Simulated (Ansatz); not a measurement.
# GeH₄ (singlet): from Hartree-Fock to the top rungs at a displaced geometry (v2), cc-pVTZ

How much of the correlation energy of GeH₄ (singlet) does each wave-function method recover here?

Computed with Ansatz 0.2.0, Gaussian basis. Level: cc-pVTZ, core rule «outside noble gas», up to 14 orbitals frozen.

To be run: UHF; CCSD(T) on RHF; BCCD(T) on RHF; CCSDT(Q) on RHF; CASSCF and NEVPT2, 8 electrons in 8 orbitals.

11 further runs of the same task are left out: 4 that didn't finish, 7 set aside as unsound or not needed.

### 1 What is computed

The geometry is a PBE0/def2-TZVP stationary point (not a proven minimum) with its atoms shifted at random (size 0.100 Å). No spin-orbit coupling is included. The filled d shell of Ge may be among the frozen orbitals whatever the setting's name suggests; the logs give the count.

5 atoms, charge 0, spin multiplicity 1.

Atoms are counted from 1 here; the program's logs count them from 0.

Bond lengths: Ge1–H2 1.458 Å, Ge1–H3 1.602 Å, Ge1–H4 1.480 Å, Ge1–H5 1.584 Å. Angles: H2–Ge1–H3 107.9°, H2–Ge1–H4 108.8°, H2–Ge1–H5 121.0°, H3–Ge1–H4 105.5°, H3–Ge1–H5 106.5°, H4–Ge1–H5 106.1°.

### 2 UHF

Input file in.yaml:

```yaml
crystal:
  periodic: [false, false, false]
  atoms:
    - {symbol: Ge, position_ang: [0.004818, 0.002543, 0.000587]}
    - {symbol: H, position_ang: [0.724268, 0.898116, 0.898227]}
    - {symbol: H, position_ang: [-0.971322, -0.905528, 0.889661]}
    - {symbol: H, position_ang: [-0.884152, 0.807737, -0.867010]}
    - {symbol: H, position_ang: [0.784001, -0.983601, -0.963153]}
basis:
  gaussian: {orbitals: cc-pVTZ}
magnetization: {spin_polarized: true, initial_magnetization: 0}
hamiltonian: {xc: hf}
output: {orbitals: {seedname: orbitals}}
```

Command:

```
$ ansatz run in.yaml --threads 1 --pin off --events-out ev --progress --plain --max-ram 2393MiB
```

After this run come: CCSD(T) on RHF; BCCD(T) on RHF; CCSDT(Q) on RHF; CASSCF and NEVPT2, 8 electrons in 8 orbitals.

Before running them: what should the planned runs give, taken together? Wanted: RCCSDT(Q) below the RHF energy; RMP2 from RCCSDT(Q); RCCSD from RCCSDT(Q); RCCSD(T) from RCCSDT(Q); NEVPT2 valence from RCCSDT(Q); T1 diagnostic; effectively unpaired electrons.

**Answer**, as computed:

| quantity | value |
| --- | --- |
| RCCSDT(Q) below the RHF energy | -4.6761 eV |
| RMP2 from RCCSDT(Q) | +86.8 kJ/mol |
| RCCSD from RCCSDT(Q) | +11.6 kJ/mol |
| RCCSD(T) from RCCSDT(Q) | +2.0 kJ/mol |
| NEVPT2 valence from RCCSDT(Q) | +85.1 kJ/mol |
| levels within 1 kcal/mol (43 meV) | RCCSD(T), BCCD(T), RCCSDT |
| T1 diagnostic | 0.010 |
| effectively unpaired electrons | 0.02 |

What this shows: RCCSD(T) misses by +2.0 kJ/mol, 0.4 % of the correlation energy. One determinant dominates. These misses are within one basis, not against nature.
